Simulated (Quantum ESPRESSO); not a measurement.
Set up this calculation in Quantum ESPRESSO 7.5, as the native input.

```
Task                       : work function
Functional                 : PBE
Potentials or basis        : PseudoDojo 0.4.1 SR PBE standard
Cutoff                     : 1088 eV
Density cutoff             : 4354 eV
k mesh                     : 9 × 9 × 1
Occupations                : fermi-dirac, width 0.05 eV
Spin                       : no spin polarisation
Boundary across the vacuum : none
Mixing mode                : local-TF
Mixing beta                : 0.3
Most SCF iterations        : 150
SCF threshold              : 2e-09 Ry
```

Sheet: Ga, a sheet with vacuum.

```
Ga
1.0
     4.33047    0.00000    0.00000
    -2.16523    3.75030    0.00000
     0.00000    0.00000   23.80000
Ga
2
Direct
  0.33333 0.66667 0.29412
  0.66667 0.33333 0.29412
```

The cell was built by a generator and needn't be a form met in nature.

These files were run (other wordings do the same):

pw.in

```
&CONTROL
  calculation = 'scf'
  prefix = 'pwscf'
  outdir = './tmp'
  pseudo_dir = './pseudo'
  tprnfor = .true.
  disk_io = 'low'
/
&SYSTEM
  ibrav = 0
  celldm(1) = 8
  nat = 2
  ntyp = 1
  ecutwfc = 80
  nbnd = 20
  occupations = 'smearing'
  smearing = 'fd'
  degauss = 0.00367493
/
&ELECTRONS
  conv_thr = 2d-09
  electron_maxstep = 150
  mixing_beta = 0.3
  mixing_mode = 'local-TF'
/
ATOMIC_SPECIES
Ga    69.7230 Ga.upf
CELL_PARAMETERS alat
  1.0229252863635   0.0000000000000   0.0000000000000
 -0.5114614621029   0.8858799856480  -0.0000000000000
  0.0000000000000   0.0000000000000   5.6219352207617
ATOMIC_POSITIONS crystal
Ga     0.3333300000    0.6666700000    0.2941200000
Ga     0.6666700000    0.3333300000    0.2941200000
K_POINTS automatic
9 9 1 0 0 0
```

pp_density.in

```
&INPUTPP
  prefix = 'pwscf'
  outdir = './tmp'
  filplot = 'density.dat'
  plot_num = 0
/
&PLOT
  nfile = 1
  filepp(1) = 'density.dat'
  iflag = 3
  output_format = 6
  fileout = 'density.cube'
/
```

pp_potential.in

```
&INPUTPP
  prefix = 'pwscf'
  outdir = './tmp'
  filplot = 'potential.dat'
  plot_num = 11
/
&PLOT
  nfile = 1
  filepp(1) = 'potential.dat'
  iflag = 3
  output_format = 6
  fileout = 'potential.cube'
/
```

pp_elf.in

```
&INPUTPP
  prefix = 'pwscf'
  outdir = './tmp'
  filplot = 'elf.dat'
  plot_num = 8
/
&PLOT
  nfile = 1
  filepp(1) = 'elf.dat'
  iflag = 3
  output_format = 6
  fileout = 'elf.cube'
/
```

Potentials or basis: PseudoDojo 0.4.1 SR PBE standard.

Launch:

```sh
$ OMP_NUM_THREADS=1 mpirun -n 2 pw.x -nk 2 -in pw.in > pw.out
$ OMP_NUM_THREADS=1 mpirun -n 1 pp.x -in pp_density.in > pp_density.out
$ OMP_NUM_THREADS=1 mpirun -n 1 pp.x -in pp_potential.in > pp_potential.out
$ OMP_NUM_THREADS=1 mpirun -n 1 pp.x -in pp_elf.in > pp_elf.out
```

It gave:

```
Band gap on the k mesh          : none (metal or under the smearing width)
Work function of the upper face : 4.23 eV
Work function of the lower face : 4.23 eV
```

Wall time 5.9 min on 2 MPI ranks on Arm Neoverse V2, on a shared host, peak memory 1.2 GiB a rank.
